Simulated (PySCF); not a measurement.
# Hg₂H₄: relaxation and vibrations of the singlet

The task is one start of a wider search on Hg₂H₄: the singlet, from a doubly bridged, trans start. It is relaxed, tested by its Hessian and followed downhill if it is a saddle.

Method: PBE0, basis Hg def2-TZVP with ECP60, H def2-TZVP, scalar-relativistic core potentials, no spin–orbit coupling, density fitting; program: PySCF 2.14.0.

### 1 Where the work starts

6 atoms, charge 0, spin multiplicity 1.

Bond lengths: Hg1–Hg2 2.386 Å, Hg1–H3 1.749 Å, Hg1–H4 1.749 Å, Hg1–H5 1.641 Å, Hg2–H3 1.749 Å, Hg2–H4 1.749 Å, Hg2–H6 1.641 Å. Angles: Hg2–Hg1–H3 47.0°, Hg2–Hg1–H4 47.0°, Hg2–Hg1–H5 120.2°, H3–Hg1–H4 94.0°, H3–Hg1–H5 110.0°, H4–Hg1–H5 110.0°, Hg1–Hg2–H3 47.0°, Hg1–Hg2–H4 47.0°, Hg1–Hg2–H6 120.2°, H3–Hg2–H4 94.0°, H3–Hg2–H6 110.0°, H4–Hg2–H6 110.0°, Hg1–H3–Hg2 86.0°, Hg1–H4–Hg2 86.0°.

Coordinates in bohr (charge 0 multiplicity 1):
```
Hg    2.2541    0.0000    0.0000
Hg   -2.2541    0.0000    0.0000
H     0.0000    2.4171    0.0000
H     0.0000   -2.4171    0.0000
H     3.8131    0.0000    2.6815
H    -3.8131    0.0000   -2.6815
```

### 2 First SCF at the start

The steps below are one call of a driver around PySCF. For each, scf.py gives the equivalent set-up of the SCF; relaxations use the driver's own optimiser. After this first run the driver tries any further starts and a stability analysis.

scf.py

```python
from pyscf import gto, scf, dft
mol = gto.M(atom='''
Hg     1.192800     0.000000     0.000000
Hg    -1.192800     0.000000     0.000000
H      0.000000     1.279100     0.000000
H      0.000000    -1.279100     0.000000
H      2.017800     0.000000     1.419000
H     -2.017800     0.000000    -1.419000''',
    basis={'Hg': 'def2-TZVP', 'H': 'def2-TZVP'},
    ecp={'Hg': 'def2-TZVP'},
    charge=0, spin=0)
mf = dft.RKS(mol, xc='PBE0')
mf.grids.atom_grid = (50, 194)
aux = {'Hg': 'def2-universal-JKFIT', 'H': 'def2-universal-JKFIT'}
mf = mf.density_fit(auxbasis=aux)
mf.conv_tol = 1e-08
mf.diis_space = 10
mf.max_cycle = 60
mf.init_guess = 'minao'
mf.verbose = 4
mf.kernel()
```

The run is started by

```sh
$ OMP_NUM_THREADS=2 python axn.py task.json out
```

Output:

```text
init E= -270.919850756873
  HOMO = -0.920393437746205  LUMO = -0.847333757520914  gap/eV = 1.98806
cycle= 1 E= -307.456450137848  delta_E= -36.5  |g|= 3.05  |ddm|= 15.1
  HOMO = 0.0440348840954379  LUMO = 0.049603738637237  gap/eV = 0.15154
cycle= 2 E= -296.29466120285  delta_E= 11.2  |g|= 7.75  |ddm|= 9.81
  HOMO = -0.328117176810584  LUMO = -0.212866303520449  gap/eV = 3.13614
cycle= 3 E= -309.115834977835  delta_E= -12.8  |g|= 0.212  |ddm|= 7.53
  HOMO = -0.217280862472955  LUMO = -0.114335527192098  gap/eV = 2.80129
cycle= 4 E= -309.134157977323  delta_E= -0.0183  |g|= 0.116  |ddm|= 0.731
  HOMO = -0.239748447050322  LUMO = -0.125576546990094  gap/eV = 3.10678
cycle= 5 E= -309.136526432748  delta_E= -0.00237  |g|= 0.0453  |ddm|= 0.11
  HOMO = -0.241719782624948  LUMO = -0.129890693386198  gap/eV = 3.04302
cycle= 6 E= -309.136913090987  delta_E= -0.000387  |g|= 0.00527  |ddm|= 0.0397
  HOMO = -0.242692105233261  LUMO = -0.130705864894265  gap/eV = 3.04730
cycle= 7 E= -309.13691805411  delta_E= -4.96e-06  |g|= 0.0026  |ddm|= 0.00531
  HOMO = -0.242766509946524  LUMO = -0.13074322339965  gap/eV = 3.04831
cycle= 8 E= -309.13691897696  delta_E= -9.23e-07  |g|= 0.000265  |ddm|= 0.00184
  HOMO = -0.242772641886552  LUMO = -0.130744905608397  gap/eV = 3.04843
cycle= 9 E= -309.136918993035  delta_E= -1.61e-08  |g|= 4.9e-05  |ddm|= 0.000381
  HOMO = -0.242767881532893  LUMO = -0.130742295857703  gap/eV = 3.04837
cycle= 10 E= -309.136918993671  delta_E= -6.36e-10  |g|= 4.88e-06  |ddm|= 9.11e-05
  HOMO = -0.242767759395985  LUMO = -0.13074253743083  gap/eV = 3.04836
Extra cycle  E= -309.13691899368  delta_E= -9.09e-12  |g|= 2.91e-06  |ddm|= 1.35e-05
converged SCF energy = -309.13691899368
```

This step, with its further starts and checks, took 14 s on 2 threads of Arm Neoverse V2, shared host.

Energies from each starting density:

| start | energy (Eh) |
| --- | --- |
| the minimal-basis guess | -309.136919 |
| a thermally smeared density | -309.136919 |
| a smeared PBE density | -309.136919 |

The test of internal stability and the other starts found no lower closed-shell solution.

### 3 Doubly bridged, trans start, singlet: relaxation

The program finds C2h symmetry in the start, which this walk keeps.

scf.py: that of step 2 with these lines changed.

```diff
@@ -4 +4 @@
-Hg    -1.192800     0.000000     0.000000
+Hg    -1.192800     0.000000    -0.000000
@@ -19 +18,0 @@
-mf.init_guess = 'minao'
```

Energy and gradient, step by step:

| step | energy (Eh) | change (kJ/mol) | largest symmetric gradient (Eh/bohr) |
| --- | --- | --- | --- |
| 0 | -309.136919 | 0.00 | 0.11143 |
| 1 | -309.191473 | -143.23 | 0.03696 |
| 2 | -309.228622 | -240.77 | 0.03074 |
| 3 | -309.252408 | -303.22 | 0.02258 |
| 4 | -309.261804 | -327.89 | 0.01758 |
| 5 | -309.265568 | -337.77 | 0.01716 |
| 6 | -309.270265 | -350.10 | 0.01530 |
| 7 | -309.273352 | -358.21 | 0.00934 |
| 8 | -309.273948 | -359.77 | 0.00377 |
| 9 | -309.274181 | -360.38 | 0.00291 |
| 10 | -309.274321 | -360.75 | 0.00144 |
| 11 | -309.274355 | -360.84 | 0.00077 |
| 12 | -309.274360 | -360.85 | 0.00011 |
| 13 | -309.274360 | -360.85 | 0.00001 |

The walk took 37 s.

Positions (Å) and forces (eV/Å) along the way:

```
step 0
Hg   1.193   0.000   0.000   5.730   0.000   1.525
Hg  -1.193   0.000   0.000  -5.730   0.000  -1.525
H    0.000   1.279   0.000   0.000   2.438   0.000
H    0.000  -1.279   0.000   0.000  -2.438   0.000
H    2.018   0.000   1.419   1.620   0.000   0.237
H   -2.018   0.000  -1.419  -1.620   0.000  -0.237
step 1
Hg   1.276   0.000   0.087   1.900   0.000   1.702
Hg  -1.276   0.000  -0.087  -1.900   0.000  -1.702
H    0.000   1.327   0.000   0.000   1.097   0.000
H    0.000  -1.327   0.000   0.000  -1.097   0.000
H    2.164   0.000   1.471   1.265   0.000  -0.070
H   -2.164   0.000  -1.471  -1.265   0.000   0.070
step 7
Hg   1.268   0.000   0.687  -0.480   0.000  -0.242
Hg  -1.268   0.000  -0.687   0.480   0.000   0.242
H    0.000   1.312   0.000   0.000   0.009   0.000
H    0.000  -1.312   0.000   0.000  -0.009   0.000
H    2.689   0.000   1.467   0.036   0.000   0.011
H   -2.689   0.000  -1.467  -0.036   0.000  -0.011
step 13
Hg   1.220   0.000   0.665   0.000   0.000   0.002
Hg  -1.220   0.000  -0.665   0.000   0.000  -0.002
H    0.000   1.348   0.000   0.000   0.000   0.000
H    0.000  -1.348   0.000   0.000   0.000   0.000
H    2.650   0.000   1.443  -0.002   0.000   0.002
H   -2.650   0.000  -1.443   0.002   0.000  -0.002
```

It settles in D2h symmetry, 360.9 kJ/mol below the start, after 13 steps: Hg–H 1.628 Å (×2), Hg–H 1.936 Å (×4), Hg–Hg 2.779 Å; Hg–H–Hg 91.7° (×2), H–Hg–H 88.3° (×2), H–Hg–H 135.9° (×4), H–Hg–Hg 44.1° (×4), H–Hg–Hg 179.9° (×2).

### 4 Vibrations and properties at this point

On the finer grid the gradient is checked again; gradients at displacements of ±0.02 bohr then give force constants and infrared intensities.

scf.py: that of step 3 with these lines changed.

```diff
@@ -3,6 +3,6 @@
-Hg     1.192800     0.000000     0.000000
-Hg    -1.192800     0.000000    -0.000000
-H      0.000000     1.279100     0.000000
-H      0.000000    -1.279100     0.000000
-H      2.017800     0.000000     1.419000
-H     -2.017800     0.000000    -1.419000''',
+Hg     1.221093     0.000000     0.664996
+Hg    -1.221093    -0.000000    -0.664996
+H     -0.000000     1.346421     0.000000
+H      0.000000    -1.346421    -0.000000
+H      2.651050     0.000000     1.443736
+H     -2.651050    -0.000000    -1.443736''',
@@ -13 +13 @@
-mf.grids.atom_grid = (50, 194)
+mf.grids.atom_grid = (75, 302)
@@ -16 +16 @@
-mf.conv_tol = 1e-08
+mf.conv_tol = 1e-10
```

This SCF starts from the last density.

Log of the central SCF (cycles and frontier levels):

```text
init E= -309.274389563223
  HOMO = -0.257715587286611  LUMO = -0.0658291091893508  gap/eV = 5.22150
cycle= 1 E= -309.274389563222  delta_E= 7.39e-13  |g|= 1.8e-06  |ddm|= 2.74e-06
  HOMO = -0.257715511270766  LUMO = -0.0658291088241834  gap/eV = 5.22149
Extra cycle  E= -309.274389563222  delta_E= 3.41e-13  |g|= 1.96e-06  |ddm|= 2.78e-06
converged SCF energy = -309.274389563222
```

The whole step took 58 s.

Geometry: D2h; Hg–H 1.628 Å (×2), Hg–H 1.935 Å (×4), Hg–Hg 2.781 Å; Hg–H–Hg 91.8° (×2), H–Hg–H 88.2° (×2), H–Hg–H 135.9° (×4), H–Hg–Hg 44.1° (×4), H–Hg–Hg 180.0° (×2).

Modes, for the most abundant isotopes:

| symmetry | ω (cm⁻¹) | IR (km/mol) | μ (u) |
| --- | --- | --- | --- |
| b3g | 436i | 0.0 | 1.04 |
| ag | 123 | 0.0 | 89.82 |
| b3u | 294 | 4.2 | 1.01 |
| b2u | 421 | 41.9 | 1.01 |
| b2g | 514 | 0.0 | 1.03 |
| b3u | 659 | 68.8 | 1.02 |
| b1u | 926 | 875 | 1.01 |
| b2u | 1010 | 289 | 1.01 |
| b3g | 1041 | 0.0 | 1.01 |
| ag | 1328 | 0.0 | 1.01 |
| b1u | 2052 | 253 | 1.01 |
| ag | 2075 | 0.0 | 1.01 |

With 1 mode imaginary (up to 436i cm⁻¹) this point is a saddle.

Constants and moments:

- Dipole moment: 0.00 D
- Highest occupied level: -7.01 eV
- Lowest empty level: -1.79 eV
- Rotational constants: 4.613, 0.02109, 0.02099 cm⁻¹
- Zero-point energy (real modes): 62.5 kJ/mol
- Principal polarisabilities: 44.7, 60.5, 115.5 bohr³
- Atomisation energy without zero-point energy: 631 kJ/mol
- Principal traceless quadrupole moments about the centre of mass: -3.47, -3.19, 6.66 D Å

Charges (e) and bond orders:

| atom | Mulliken | Löwdin | polar tensor | Mayer order to Hg1 |
| --- | --- | --- | --- | --- |
| Hg1 | 0.18 | 0.14 | 0.60 | – |
| Hg2 | 0.18 | 0.14 | 0.60 | 0.35 |
| H3,4 | -0.13 | -0.02 | -0.39 | 0.45 |
| H5 | -0.05 | -0.12 | -0.21 | 0.93 |
| H6 | -0.05 | -0.12 | -0.21 | 0.05 |

Outer orbital energies (eV). occupied: -13.17, -13.15, -13.11, -13.11, -11.80, -9.73, -8.31, -7.01; empty: -1.79, -0.63, -0.09, 0.10.

Mulliken populations on Hg1 (outside its core potential): s 3.24, p 6.72, d 9.87, f 0.00.

### 5 Leaving the saddle point

The start is the last point, displaced along its most imaginary mode.

The program finds C2h symmetry in the start, which this walk keeps. Threshold on the gradient: 0.0003 Eh/bohr, with a further test on the energy change.

scf.py: that of step 4 with these lines changed.

```diff
@@ -3,6 +3,6 @@
-Hg     1.221093     0.000000     0.664996
-Hg    -1.221093    -0.000000    -0.664996
-H     -0.000000     1.346421     0.000000
-H      0.000000    -1.346421    -0.000000
-H      2.651050     0.000000     1.443736
-H     -2.651050    -0.000000    -1.443736''',
+Hg     1.221093     0.001565     0.664996
+Hg    -1.221093    -0.001565    -0.664996
+H      0.048165     1.346421     0.026230
+H     -0.048165    -1.346421    -0.026230
+H      2.651050    -0.120000     1.443736
+H     -2.651050     0.120000    -1.443736''',
@@ -13 +13 @@
-mf.grids.atom_grid = (75, 302)
+mf.grids.atom_grid = (50, 194)
@@ -16 +16 @@
-mf.conv_tol = 1e-10
+mf.conv_tol = 1e-08
```

Energy and gradient, step by step (not every step is listed):

| step | energy (Eh) | change (kJ/mol) | largest symmetric gradient (Eh/bohr) |
| --- | --- | --- | --- |
| 0 | -309.274799 | 0.00 | 0.00405 |
| 1 | -309.275032 | -0.61 | 0.00505 |
| 2 | -309.275331 | -1.40 | 0.00613 |
| 3 | -309.275744 | -2.48 | 0.00733 |
| 4 | -309.276322 | -4.00 | 0.00868 |
| 5 | -309.277126 | -6.11 | 0.01019 |
| 6 | -309.278226 | -9.00 | 0.01181 |
| 7 | -309.279697 | -12.86 | 0.01346 |
| 8 | -309.281595 | -17.84 | 0.01495 |
| 9 | -309.283925 | -23.96 | 0.01608 |
| 10 | -309.286602 | -30.99 | 0.01658 |
| 12 | -309.299975 | -66.10 | 0.02360 |
| 14 | -309.304079 | -76.88 | 0.00719 |
| 16 | -309.307413 | -85.63 | 0.00427 |
| 18 | -309.308452 | -88.36 | 0.00174 |
| 20 | -309.308527 | -88.55 | 0.00046 |
| 21 | -309.308544 | -88.60 | 0.00075 |
| 22 | -309.308578 | -88.69 | 0.00099 |
| 23 | -309.308622 | -88.80 | 0.00088 |
| 24 | -309.308649 | -88.87 | 0.00040 |
| 25 | -309.308654 | -88.89 | 0.00010 |
| 26 | -309.308655 | -88.89 | 0.00003 |

The walk took 67 s.

Positions (Å) and forces (eV/Å) along the way:

```
step 0
Hg   1.221   0.002   0.665   0.086   0.208   0.055
Hg  -1.221  -0.002  -0.665  -0.086  -0.208  -0.055
H    0.048   1.346   0.026   0.033   0.009   0.017
H   -0.048  -1.346  -0.026  -0.033  -0.009  -0.017
H    2.651  -0.120   1.444  -0.062  -0.076  -0.035
H   -2.651   0.120  -1.444   0.062   0.076   0.035
step 1
Hg   1.222   0.013   0.665   0.049   0.260   0.035
Hg  -1.222  -0.013  -0.665  -0.049  -0.260  -0.035
H    0.043   1.347   0.024   0.067  -0.004   0.036
H   -0.043  -1.347  -0.024  -0.067   0.004  -0.036
H    2.648  -0.128   1.442  -0.023  -0.084  -0.014
H   -2.648   0.128  -1.442   0.023   0.084   0.014
step 13
Hg   1.306   0.468   0.711   0.737   0.003   0.401
Hg  -1.306  -0.468  -0.711  -0.737  -0.003  -0.401
H    0.068   1.343   0.037   0.022   0.377   0.011
H   -0.068  -1.343  -0.037  -0.022  -0.377  -0.011
H    2.597  -0.317   1.414  -0.306   0.166  -0.168
H   -2.597   0.317  -1.414   0.306  -0.166   0.168
step 26
Hg   1.526   0.663   0.831  -0.001   0.000  -0.002
Hg  -1.526  -0.663  -0.831   0.001   0.000   0.002
H    0.329   1.602   0.179  -0.001   0.000   0.000
H   -0.329  -1.602  -0.179   0.001   0.000   0.000
H    2.730  -0.247   1.487   0.001   0.000   0.001
H   -2.730   0.247  -1.487  -0.001   0.000  -0.001
```

After 26 steps and 88.9 kJ/mol it ends at C2h: Hg–H 1.645 Å (×2), Hg–H 1.656 Å (×2); H–Hg–H 179.0° (×2).

### 6 Hessian and properties

The point was taken to the finer grid, but the Hessian ran out of time, so its nature is unknown.

### 7 Summary of results

| quantity | value |
| --- | --- |
| relaxations | 2 |
| converged | 2 |
| saddle points found | 1 |
| minima found | 0 |

What this shows: No minimum was confirmed: the time limit cut the work short. The D2h point found is a saddle, so the minimum has another shape. Nothing here is shown to be an equilibrium property yet.
